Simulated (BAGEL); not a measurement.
# doublet GeSiH4O+: levels of theory compared

We compute a comparison of 6 runs (UHF/STO-3G, UHF/3-21G, ROHF/6-31G*, UHF/6-31G*, ROHF/def2-SVP, UHF/def2-SVP) of doublet GeSiH4O+. 

The results are computed with BAGEL 1.2.2.

12 further runs of the same task are left out: 12 set aside as unsound or not needed.

### 1 The structure to begin with

GeSiH4O+: 7 atoms, total charge +1, spin state doublet. SMILES of the parent species: `[SiH3][O][GeH]`. The coordinates come from a PBE0-D4/def2-TZVP relaxation. This is one conformer, not always the lowest. That shape belongs to the parent species and isn't relaxed for this state.

Bond lengths: Si1–O2 1.643 Å, O2–Ge3 1.789 Å, Si1–H4 1.490 Å, Si1–H5 1.485 Å, Si1–H6 1.485 Å, Ge3–H7 1.605 Å. Angles: Si1–O2–Ge3 134.1°, O2–Si1–H4 110.8°, O2–Si1–H5 109.3°, O2–Si1–H6 109.3°, O2–Ge3–H7 93.5°, H4–Si1–H5 109.1°, H4–Si1–H6 109.1°, H5–Si1–H6 109.4°.

### 2 A single-point energy at UHF/STO-3G (density fitting with qzvpp-jkfit) (run 1)

Contents of hf.json:

```json
{ "bagel": [

{
  "title": "molecule",
  "basis": "sto-3g",
  "df_basis": "qzvpp-jkfit",
  "angstrom": true,
  "geometry": [
    { "atom": "Si", "xyz": [      -0.741700,       0.650900,      -0.296500 ] },
    { "atom": "O", "xyz": [       0.533500,      -0.139300,       0.373700 ] },
    { "atom": "Ge", "xyz": [       1.261400,      -1.756200,       0.134200 ] },
    { "atom": "H", "xyz": [      -1.409200,      -0.197600,      -1.323800 ] },
    { "atom": "H", "xyz": [      -0.260900,       1.901300,      -0.937500 ] },
    { "atom": "H", "xyz": [      -1.722500,       0.988100,       0.766400 ] },
    { "atom": "H", "xyz": [       2.400800,      -1.515100,       1.238000 ] }
  ]
},

{ "title": "uhf", "charge": 1, "nopen": 1 },

{ "title": "print", "file": "orbitals.molden", "orbitals": true }

]}
```

Launch:

```console
$ BAGEL_NUM_THREADS=1 BAGEL hf.json > hf.out
```

Standard output:

```text
* using 1 threads per process

  ===============================================================
  ===============================================================

  *** Geometry ***

  { "atom" : "Si", "xyz" : [     -1.401610,      1.230023,     -0.560304 ] },
  { "atom" : "O", "xyz" : [      1.008169,     -0.263239,      0.706191 ] },
  { "atom" : "Ge", "xyz" : [      2.383701,     -3.318737,      0.253601 ] },
  { "atom" : "H", "xyz" : [     -2.663002,     -0.373410,     -2.501619 ] },
  { "atom" : "H", "xyz" : [     -0.493030,      3.592936,     -1.771618 ] },
  { "atom" : "H", "xyz" : [     -3.255053,      1.867238,      1.448286 ] },
  { "atom" : "H", "xyz" : [      4.536854,     -2.863124,      2.339481 ] },

  Number of auxiliary basis functions:      543

  Since a DF basis is specified, we compute 2- and 3-index integrals:
    o Being stored without compression. Storage requirement is 0.006 GB

  Number of basis functions:       36
  Number of electrons      :       58

    * METHOD: MOLECULE                             0.24

  *** Open-shell HF ***

  === Nuclear Repulsion ===
   234.9422741142

      * DIIS with orbital gradients will be used.

  === UHF iteration (sto-3g) ===
      0      -2413.23300397          0.02242941           0.08
      1      -2413.27406159          0.02010703           0.08
      2      -2413.29211794          0.01323645           0.08
      3      -2413.30975558          0.00135281           0.08
      4      -2413.31134232          0.00098602           0.08
      5      -2413.31253476          0.00096649           0.08
      6      -2413.31399850          0.00100099           0.08
      7      -2413.31369047          0.00100294           0.08
      8      -2413.31275081          0.00093145           0.08
      9      -2413.30248983          0.00538055           0.08
     10      -2413.31311585          0.00150933           0.08
     11      -2413.31335738          0.00177388           0.08
     12      -2413.30158117          0.00658722           0.08
     13      -2413.31578740          0.00119110           0.10
     14      -2413.31667498          0.00139447           0.09
     15      -2413.31733001          0.00113457           0.09
     16      -2413.32071306          0.00069442           0.08
     17      -2413.32159262          0.00040593           0.08
     18      -2413.32021792          0.00077381           0.08
     19      -2413.32187365          0.00022908           0.08
     20      -2413.32192276          0.00008197           0.09
     21      -2413.32191471          0.00012215           0.09
     22      -2413.32192954          0.00002032           0.09
     23      -2413.32193000          0.00000673           0.08
     24      -2413.32193011          0.00000183           0.08
     25      -2413.32193013          0.00000120           0.08
     26      -2413.32193014          0.00000052           0.08
     27      -2413.32193014          0.00000029           0.08
     28      -2413.32193014          0.00000018           0.08
     29      -2413.32193014          0.00000018           0.08
     30      -2413.32193014          0.00000017           0.08
     31      -2413.32193014          0.00000017           0.08
     32      -2413.32193014          0.00000016           0.08
     33      -2413.32193014          0.00000013           0.08
     34      -2413.32193014          0.00000010           0.08
     35      -2413.32193014          0.00000006           0.08
     36      -2413.32193014          0.00000004           0.08
     37      -2413.32193014          0.00000003           0.08
     38      -2413.32193014          0.00000002           0.08
     39      -2413.32193014          0.00000001           0.08
     40      -2413.32193014          0.00000001           0.08
    * SCF iteration converged.

    * S^2 (UHF) is 0.7916

    * Permanent dipole moment:
           (   -0.151721,     0.057134,    -0.098603) a.u.

    * METHOD: UHF                                  3.49

    * METHOD: PRINT                                0.00

  ===============================================================
```

Wall time 3.9 s (1 thread of Arm Neoverse V1, shared host).

### 3 A single-point energy at UHF/3-21G (density fitting with qzvpp-jkfit) (run 2)

Contents of input.json:

```json
{ "bagel" : [

{
  "title" : "molecule",
  "basis" : "3-21g",
  "df_basis" : "qzvpp-jkfit",
  "angstrom" : "true",
  "geometry" : [
    { "atom" : "Si", "xyz" : [      -0.741700,       0.650900,      -0.296500 ] },
    { "atom" : "O", "xyz" : [       0.533500,      -0.139300,       0.373700 ] },
    { "atom" : "Ge", "xyz" : [       1.261400,      -1.756200,       0.134200 ] },
    { "atom" : "H", "xyz" : [      -1.409200,      -0.197600,      -1.323800 ] },
    { "atom" : "H", "xyz" : [      -0.260900,       1.901300,      -0.937500 ] },
    { "atom" : "H", "xyz" : [      -1.722500,       0.988100,       0.766400 ] },
    { "atom" : "H", "xyz" : [       2.400800,      -1.515100,       1.238000 ] }
  ]
},

{ "title" : "uhf", "charge" : 1, "nopen" : 1 },

{ "title" : "print", "file" : "orbitals.molden", "orbitals" : "true" }

]}
```

Launch:

```console
$ BAGEL_NUM_THREADS=1 BAGEL input.json > input.out
```

Standard output:

```text
* using 1 threads per process

  ===============================================================
  ===============================================================

  *** Geometry ***

  { "atom" : "Si", "xyz" : [     -1.401610,      1.230023,     -0.560304 ] },
  { "atom" : "O", "xyz" : [      1.008169,     -0.263239,      0.706191 ] },
  { "atom" : "Ge", "xyz" : [      2.383701,     -3.318737,      0.253601 ] },
  { "atom" : "H", "xyz" : [     -2.663002,     -0.373410,     -2.501619 ] },
  { "atom" : "H", "xyz" : [     -0.493030,      3.592936,     -1.771618 ] },
  { "atom" : "H", "xyz" : [     -3.255053,      1.867238,      1.448286 ] },
  { "atom" : "H", "xyz" : [      4.536854,     -2.863124,      2.339481 ] },

  Number of auxiliary basis functions:      543

  Since a DF basis is specified, we compute 2- and 3-index integrals:
    o Being stored without compression. Storage requirement is 0.012 GB

  Number of basis functions:       52
  Number of electrons      :       58

    * METHOD: MOLECULE                             0.24

  *** Open-shell HF ***

  === Nuclear Repulsion ===
   234.9422741142

      * DIIS with orbital gradients will be used.

  === UHF iteration (3-21g) ===
      0      -2429.07692085          0.04658946           0.12
      1      -2429.13231693          0.04742955           0.12
      2      -2429.16689853          0.03842879           0.12
      3      -2429.23456859          0.00126504           0.12
      4      -2429.23513353          0.00045404           0.12
      5      -2429.23526514          0.00020088           0.12
      6      -2429.23529875          0.00007206           0.12
      7      -2429.23530375          0.00004501           0.12
      8      -2429.23530682          0.00002600           0.12
      9      -2429.23530803          0.00001659           0.12
     10      -2429.23530851          0.00000811           0.12
     11      -2429.23530856          0.00000494           0.12
     12      -2429.23530858          0.00000208           0.11
     13      -2429.23530859          0.00000103           0.12
     14      -2429.23530859          0.00000043           0.12
     15      -2429.23530859          0.00000019           0.12
     16      -2429.23530859          0.00000013           0.12
     17      -2429.23530859          0.00000005           0.13
     18      -2429.23530859          0.00000003           0.12
     19      -2429.23530859          0.00000001           0.12
     20      -2429.23530859          0.00000001           0.12
    * SCF iteration converged.

    * S^2 (UHF) is 0.7819

    * Permanent dipole moment:
           (   -0.867429,     1.696102,     0.162258) a.u.

    * METHOD: UHF                                  2.74

    * METHOD: PRINT                                0.01

  ===============================================================
```

It took 3.3 s on 1 thread of Arm Neoverse V1, shared host; peak memory 0.095 GiB.

Runs 3 to 5 aren't shown in full; the table further down has their settings and results.

### 4 The energy at UHF/def2-SVP (density fitting with qzvpp-jkfit) (run 6)

Contents of calc.json:

```json
{ "bagel": [

{
  "title": "molecule",
  "basis": "svp",
  "df_basis": "qzvpp-jkfit",
  "angstrom": true,
  "geometry": [
    { "atom": "Si", "xyz": [      -0.741700,       0.650900,      -0.296500 ] },
    { "atom": "O", "xyz": [       0.533500,      -0.139300,       0.373700 ] },
    { "atom": "Ge", "xyz": [       1.261400,      -1.756200,       0.134200 ] },
    { "atom": "H", "xyz": [      -1.409200,      -0.197600,      -1.323800 ] },
    { "atom": "H", "xyz": [      -0.260900,       1.901300,      -0.937500 ] },
    { "atom": "H", "xyz": [      -1.722500,       0.988100,       0.766400 ] },
    { "atom": "H", "xyz": [       2.400800,      -1.515100,       1.238000 ] }
  ]
},

{
  "title": "uhf",
  "charge": 1,
  "nopen": 1
},

{
  "title": "print",
  "file": "orbitals.molden",
  "orbitals": true
}

]}
```

Launch:

```console
$ BAGEL_NUM_THREADS=1 BAGEL calc.json > calc.out
```

Standard output:

```text
* using 1 threads per process

  ===============================================================
  ===============================================================

  *** Geometry ***

  { "atom" : "Si", "xyz" : [     -1.401610,      1.230023,     -0.560304 ] },
  { "atom" : "O", "xyz" : [      1.008169,     -0.263239,      0.706191 ] },
  { "atom" : "Ge", "xyz" : [      2.383701,     -3.318737,      0.253601 ] },
  { "atom" : "H", "xyz" : [     -2.663002,     -0.373410,     -2.501619 ] },
  { "atom" : "H", "xyz" : [     -0.493030,      3.592936,     -1.771618 ] },
  { "atom" : "H", "xyz" : [     -3.255053,      1.867238,      1.448286 ] },
  { "atom" : "H", "xyz" : [      4.536854,     -2.863124,      2.339481 ] },

  Number of auxiliary basis functions:      543

  Since a DF basis is specified, we compute 2- and 3-index integrals:
    o Being stored without compression. Storage requirement is 0.031 GB

  Number of basis functions:       84
  Number of electrons      :       58

    * METHOD: MOLECULE                             0.30

  *** Open-shell HF ***

  === Nuclear Repulsion ===
   234.9422741142

      * DIIS with orbital gradients will be used.

  === UHF iteration (svp) ===
      0      -2440.59425603          0.03415729           0.21
      1      -2440.65406895          0.03427273           0.20
      2      -2440.69583065          0.02792057           0.20
      3      -2440.79303207          0.00113796           0.21
      4      -2440.79393098          0.00035545           0.21
      5      -2440.79408796          0.00015679           0.21
      6      -2440.79412436          0.00006809           0.21
      7      -2440.79413191          0.00002457           0.21
      8      -2440.79413334          0.00000989           0.21
      9      -2440.79413393          0.00000626           0.21
     10      -2440.79413412          0.00000407           0.20
     11      -2440.79413428          0.00000316           0.21
     12      -2440.79413436          0.00000217           0.20
     13      -2440.79413439          0.00000092           0.20
     14      -2440.79413439          0.00000038           0.20
     15      -2440.79413439          0.00000019           0.21
     16      -2440.79413439          0.00000010           0.21
     17      -2440.79413439          0.00000007           0.21
     18      -2440.79413439          0.00000005           0.21
     19      -2440.79413439          0.00000003           0.21
     20      -2440.79413439          0.00000002           0.21
     21      -2440.79413439          0.00000001           0.21
     22      -2440.79413439          0.00000001           0.21
    * SCF iteration converged.

    * S^2 (UHF) is 0.7847

    * Permanent dipole moment:
           (   -1.024633,     1.703991,     0.031892) a.u.

    * METHOD: UHF                                  5.04

    * METHOD: PRINT                                0.02

  ===============================================================
```

Wall time 5.7 s (1 thread of Arm Neoverse V1, shared host); peak memory 0.14 GiB.

### 5 All runs side by side

| run | level | energy (Eh) | ⟨S²⟩ | wall time |
| --- | --- | --- | --- | --- |
| 1 | UHF/STO-3G (density fitting with qzvpp-jkfit) | -2413.321930 | 0.792 | 3.9 s |
| 2 | UHF/3-21G (density fitting with qzvpp-jkfit) | -2429.235309 | 0.782 | 3.3 s |
| 3 | ROHF/6-31G* (density fitting with qzvpp-jkfit, spherical functions) | -2440.891390 | 0.750 | 4.5 s |
| 4 | UHF/6-31G* (density fitting with qzvpp-jkfit, spherical functions) | -2440.897974 | 0.784 | 4.8 s |
| 5 | ROHF/def2-SVP (density fitting with qzvpp-jkfit) | -2440.787396 | 0.750 | 5.4 s |
| 6 | UHF/def2-SVP (density fitting with qzvpp-jkfit) | -2440.794134 | 0.785 | 5.7 s |

### 6 Outcome

| quantity | value |
| --- | --- |
| run 6: total energy | -2440.79413 Eh |
| run 6: ⟨S²⟩ | 0.785 |

**Reading.** In run 1 the basis is minimal, so the values are rough. All runs together took 28 s, the longest 5.7 s.
